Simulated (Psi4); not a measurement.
**A workflow on BF3 (boron trifluoride)**

Wanted: a geometry optimisation (MP2/6-311G**), then the harmonic vibrations, then the energy (MP2/cc-pVTZ) of BF3 (boron trifluoride). 

The calculation is run with Psi4 1.11.

## (1) The molecule

BF3: 4 atoms, total charge 0, spin state singlet. SMILES: `FB(F)F`. All atoms were displaced at random from a relaxed shape. The run starts from this shape.

Bond lengths: F1–B2 1.338 Å, B2–F3 1.312 Å, B2–F4 1.331 Å. Angles: F1–B2–F3 123.0°, F1–B2–F4 112.5°, F3–B2–F4 119.7°.

## (2) A structure relaxation at MP2/6-311G(d,p) (density fitting, density fitting for correlation) (run 1)

job.dat reads:

```
memory 1600 MB

molecule molecule1 {
  F      0.514930     0.261709     1.201728
  B      0.152140    -0.042284    -0.050247
  F     -0.246565    -1.240382    -0.407398
  F     -0.264517     1.022138    -0.731520
  symmetry c1
}

set {
  reference rhf
  geom_maxiter 60
  freeze_core true
}

optimize('mp2/6-311G**')
```

On the command line:

```sh
$ psi4 job.dat job.out -n 1
```

job.out:

```text
[...]
  Running in c1 symmetry.
[...]
  Nuclear repulsion =  110.306485637619261
[...]
  Multiplicity = 1
[...]
  Nalpha       = 16
  Nbeta        = 16
[...]
    Number of basis functions: 72
[...]
   @DF-RHF iter   1:  -323.18779209850987   -9.50339e-01   6.74080e-03 DIIS/ADIIS
[...]
   @DF-RHF iter  10:  -323.27767300995845    0.00000e+00   6.07885e-11 DIIS
[...]
  @DF-RHF Final Energy:  -323.27767300995845
   => Energetics <=
    Nuclear Repulsion Energy =            110.6751867317687754
    One-Electron Energy =                -671.0376952563049144
    Two-Electron Energy =                 237.0848355145776623
    Total Energy =                       -323.2776730099584483
[...]
 Multipole Moments:
 ------------------------------------------------------------------------------------
     Multipole            Electronic (a.u.)      Nuclear  (a.u.)        Total (a.u.)
 ------------------------------------------------------------------------------------
 L = 1.  Multiply by 2.5417464519 to convert [e a0] to [Debye]
 Dipole X            :         -0.0003255            0.0000355           -0.0002900
 Dipole Y            :         -0.0008708            0.0000614           -0.0008094
 Dipole Z            :          0.0001127           -0.0000234            0.0000894
 Magnitude           :                                                    0.0008645
[...]
  -Total Gradient:
     Atom            X                  Y                   Z
    ------   -----------------  -----------------  -----------------
       1        0.000046882103     0.000031162924     0.000074604947
       2       -0.000066810461    -0.000261616318    -0.000028812548
       3        0.000031766511     0.000166784485     0.000022166357
       4       -0.000011838154     0.000063668908    -0.000067958754
[...]
```

The script printed:

```text
Optimizer: Optimization complete!
```

It took 7.5 s on 1 thread of Intel Xeon 6975P-C (Granite Rapids), shared host; peak memory 0.24 GiB.

Step by step:

| step | energy from the first frame kept (eV) | largest force (eV/Å) |
| --- | --- | --- |
| 0 | 0.0000 | 3.3042 |
| 1 | -0.2757 | 1.1141 |
| 2 | -0.3002 | 0.1820 |
| 3 | -0.3006 | 0.0827 |
| 4 | -0.3008 | 0.0140 |

After the run. Bond lengths: F1–B2 1.316 Å, B2–F3 1.316 Å, B2–F4 1.316 Å. Angles: F1–B2–F3 120.0°, F1–B2–F4 120.0°, F3–B2–F4 120.0°.

## (3) The harmonic vibrations at MP2/6-311G(d,p) (density fitting, density fitting for correlation) (run 2)

calc.py reads:

```python
import psi4

psi4.set_memory('1600 MB')
psi4.set_num_threads(1)
psi4.core.set_output_file('output.dat', False)

molecule = psi4.geometry("""
0 1
F      0.542199     0.217266     1.201535
B      0.025618     0.005147     0.009470
F     -0.210887    -1.224280    -0.396250
F     -0.254146     1.022994    -0.777080
""")

psi4.set_options({
    't': 298.15,
    'freeze_core': 'true',
    'rotational_symmetry_number': 6,
})

E = psi4.frequencies('mp2/6-311G**')
print('E =', round(E, 9))
for k in ('ZPVE', 'ENTHALPY', 'GIBBS FREE ENERGY'):
    print(f'{k}: {psi4.variable(k):.8f} Eh')
```

On the command line:

```sh
$ python calc.py
```

output.dat:

```text
[...]
  Running in c1 symmetry.
[...]
  Nuclear repulsion =  110.675170441153540
[...]
  Multiplicity = 1
[...]
  Nalpha       = 16
  Nbeta        = 16
[...]
    Number of basis functions: 72
[...]
   @DF-RHF iter   1:  -323.20569311726973   -9.32323e-01   6.59399e-03 DIIS/ADIIS
[...]
   @DF-RHF iter  12:  -323.27766787624330    5.68434e-14   5.09020e-11 DIIS
[...]
  @DF-RHF Final Energy:  -323.27766787624330
   => Energetics <=
    Nuclear Repulsion Energy =            110.6716904324744064
    One-Electron Energy =                -671.0308050095241015
    Two-Electron Energy =                 237.0814467008063673
    Total Energy =                       -323.2776678762432994
[...]
  -Total Gradient:
     Atom            X                  Y                   Z
    ------   -----------------  -----------------  -----------------
       1        0.000050679078    -0.000027454559     0.000090869031
       2       -0.000047525921    -0.000465592563     0.000042121523
       3        0.000066070928     0.000258453184     0.000091670121
       4       -0.000069224086     0.000234593939    -0.000224660674
[...]
  ==> Harmonic Vibrational Analysis <==
[...]
  Freq [cm^-1]                 484.7008            484.7816            707.7612
[...]
  IR activ [km/mol]            18.7451             18.7437             157.8109
[...]
  Freq [cm^-1]                 882.6082           1463.3272           1464.4924
[...]
  IR activ [km/mol]             0.0004             518.9439            518.9964
[...]
  Total E_0, Enthalpy at 0 [K]                                                         -323.95809844 [Eh]
[...]
  Total H, Enthalpy at  298.15 [K]                                                     -323.95367178 [Eh]
[...]
  Total G, Gibbs energy at  298.15 [K]                                                 -323.98255324 [Eh]
[...]
```

Standard output:

```text
Warning: used thermodynamics relations inappropriate for low-frequency modes: ['484.7008' '484.7816']
E = -323.970600277
ZPVE: 0.01250183 Eh
ENTHALPY: -323.95367178 Eh
GIBBS FREE ENERGY: -323.98255324 Eh
```

Wall time 18 s (1 thread of Intel Xeon 6975P-C (Granite Rapids), shared host); peak memory 0.23 GiB.

## (4) A single-point energy at MP2/cc-pVTZ (density fitting, density fitting for correlation) (run 3)

input.in reads:

```
memory 1600 mb

molecule m {
  0 1
  F      0.542199     0.217266     1.201535
  B      0.025618     0.005147     0.009470
  F     -0.210887    -1.224280    -0.396250
  F     -0.254146     1.022994    -0.777080
}

set basis cc-pVTZ
set reference rhf
set freeze_core true

e, wfn = energy("mp2", return_wfn=True)
print_variables()
```

On the command line:

```sh
$ psi4 -n 1 input.in input.out
```

input.out:

```text
[...]
  Running in c1 symmetry.
[...]
  Nuclear repulsion =  110.675170441153540
[...]
  Multiplicity = 1
[...]
  Nalpha       = 16
  Nbeta        = 16
[...]
    Number of basis functions: 120
[...]
   @DF-RHF iter   1:  -323.25460709686035   -9.93653e-01   4.03355e-03 DIIS/ADIIS
[...]
   @DF-RHF iter  10:  -323.32508673889589   -5.11591e-12   3.34760e-09 DIIS
[...]
    Orbital Energies [Eh]
    ---------------------
    Doubly Occupied:
       1A    -26.340061     2A    -26.339973     3A    -26.339935
       4A     -7.780753     5A     -1.684577     6A     -1.642556
       7A     -1.642423     8A     -0.856804     9A     -0.810494
      10A     -0.810451    11A     -0.760877    12A     -0.698845
      13A     -0.698833    14A     -0.686016    15A     -0.685931
      16A     -0.662265
[...]
  @DF-RHF Final Energy:  -323.32508673889589
   => Energetics <=
    Nuclear Repulsion Energy =            110.6751704411535400
    One-Electron Energy =                -671.1189278484946499
    Two-Electron Energy =                 237.1186706684451906
    Total Energy =                       -323.3250867388958909
[...]
 Multipole Moments:
 ------------------------------------------------------------------------------------
     Multipole            Electronic (a.u.)      Nuclear  (a.u.)        Total (a.u.)
 ------------------------------------------------------------------------------------
 L = 1.  Multiply by 2.5417464519 to convert [e a0] to [Debye]
 Dipole X            :         -0.0003183            0.0000355           -0.0002828
 Dipole Y            :         -0.0008444            0.0000613           -0.0007831
 Dipole Z            :          0.0001077           -0.0000233            0.0000844
 Magnitude           :                                                    0.0008368
[...]
```

It took 1.8 s on 1 thread of Intel Xeon 6975P-C (Granite Rapids), shared host; peak memory 0.24 GiB.

## (5) Summary of results

| quantity | value |
| --- | --- |
| run 1, MP2/6-311G**: total energy at the end | -323.97060 Eh |
| run 1, MP2/6-311G**: correlation energy (4 core orbitals frozen) | -692.9 mEh |
| run 2, MP2/6-311G**: correlation energy | -692.9 mEh |
| run 2, MP2/6-311G**: lowest harmonic wavenumber | 485 cm⁻¹ |
| run 2, MP2/6-311G**: highest harmonic wavenumber | 1464 cm⁻¹ |
| run 2, MP2/6-311G**: zero-point energy | 32.8 kJ/mol |
| run 2, MP2/6-311G**: ideal-gas entropy at 298.15 K (symmetry number 6 as used) | 60.8 cal/(mol K) |
| run 3, MP2/cc-pVTZ: total energy | -324.16620 Eh |
| run 3, MP2/cc-pVTZ: HOMO energy (Hartree–Fock orbitals) | -18.02 eV |
| run 3, MP2/cc-pVTZ: LUMO energy (Hartree–Fock orbitals) | 4.29 eV |
| run 3, MP2/cc-pVTZ: HOMO–LUMO gap (Hartree–Fock orbitals) | 22.31 eV |
| run 3, MP2/cc-pVTZ: correlation energy (4 core orbitals frozen) | -841.1 mEh |

In words: The optimisation (run 1, MP2/6-311G**) took 5 steps and changed the energy by -0.301 eV. All 6 modes (run 2, MP2/6-311G**) are real, so the shape is a minimum at this level.
